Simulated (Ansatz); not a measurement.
Consider a convergence test of the k-point mesh of Li3Cu, space group I4/mmm (Ansatz 0.2.0, Python API).

`li3cu.cif`
```cif
data_Li3Cu
_cell_length_a 4.592607
_cell_length_b 4.592607
_cell_length_c 4.592607
_cell_angle_alpha 127.71913
_cell_angle_beta 127.71913
_cell_angle_gamma 77.08048
_symmetry_space_group_name_H-M 'P 1'
_symmetry_Int_Tables_number 1
loop_
_symmetry_equiv_pos_as_xyz
'x, y, z'
loop_
_atom_site_label
_atom_site_type_symbol
_atom_site_fract_x
_atom_site_fract_y
_atom_site_fract_z
Li1 Li    0.750000    0.250000    0.500000
Li2 Li    0.250000    0.750000    0.500000
Li3 Li    0.500000    0.500000    0.000000
Cu4 Cu    0.000000    0.000000    0.000000
```

The script, `run_kconv.py`:
```python
"""k-point test for Li3Cu."""

import csv
import warnings

import ansatz as az
from ase.io import read

SETTINGS = {
    "functional": "pbesol",
    "filling": "cold",
    "width_ev": 0.1,
    "mixing_beta": 0.2,
    "max_iterations": 150,
}


def main() -> None:
    warnings.simplefilter("ignore", az.DeckWarning)

    atoms = read("li3cu.cif")
    cell = az.Crystal.from_ase(atoms)

    model = (
        cell.calculation()
        .functional(SETTINGS["functional"])
        .pseudopotentials("nc")
        .accuracy("low")  # preset for grids and thresholds
        .occupations(SETTINGS["filling"], width=SETTINGS["width_ev"])  # fractional filling near the Fermi level
        .mixing("broyden", ndim=12, beta=SETTINGS["mixing_beta"])
        .scf(max_iterations=SETTINGS["max_iterations"])
        .stress()  # GPa
    )

    rows = []
    for value in [(3, 3, 3), (4, 4, 4), (5, 5, 5), (6, 6, 6), (8, 8, 8), (10, 10, 10)]:
        report = model.kpoints(mesh=value).run(threads=1).report
        rows.append((value, report["free_energy_ev"] / len(report["lattice"]["sites"]), report["n_iterations"], sum(report["stress_gpa"][i][i] for i in range(3)) / 3, report["n_kpoints"]))

    with open("kconv.csv", "w", newline="") as handle:
        writer = csv.writer(handle)
        writer.writerow(["mesh", "F/atom (eV)", "iterations", "P (GPa)", "k-points"])
        writer.writerows([round(v, 5) if isinstance(v, float) else v for v in row] for row in rows)

    # the last row is the reference
    for row in rows[:-1]:
        shift = 1000 * (row[1] - rows[-1][1])
        print(f"{row[0]}: {shift:+.2f} meV/atom" + ("  (within 2 meV)" if abs(shift) < 2 else ""))


if __name__ == "__main__":
    main()
```

How fast does the energy converge with the mesh (threshold 2 meV an atom)?

From 8×8×8 on it stays within 2 meV an atom of the value at 10×10×10; the first row (3×3×3) is off by 32.5 meV and the last but one by 0.34 meV. That rests on few rows after larger swings, so the series isn't shown to be converged. It goes up and down, since the sum over k-points isn't variational. The pressure moves from 0.87 to -0.10 GPa. The last run costs about 16.6 times the first.

The output:

```console
$ python run_kconv.py
(3, 3, 3): +32.49 meV/atom
(4, 4, 4): +8.94 meV/atom
(5, 5, 5): -3.47 meV/atom
(6, 6, 6): -4.24 meV/atom
(8, 8, 8): +0.34 meV/atom  (within 2 meV)
```

File `kconv.csv` afterwards:
```csv
mesh,F/atom (eV),iterations,P (GPa),k-points
"(3, 3, 3)",-1434.77855,13,0.87195,6
"(4, 4, 4)",-1434.8021,13,-0.17801,13
"(5, 5, 5)",-1434.81451,15,-0.06164,18
"(6, 6, 6)",-1434.81528,12,-0.09881,30
"(8, 8, 8)",-1434.8107,15,-0.07696,59
"(10, 10, 10)",-1434.81104,15,-0.10109,102
```

Pressure is positive in compression. This cell is a computed structure, which may not be the phase found in nature. Shifts are counted from the finest mesh, which is itself no proven limit. Run time: 100 s on 1 thread of Intel(R) Xeon(R) Processor @ 2.30GHz (shared host), peak memory 0.9 GiB.
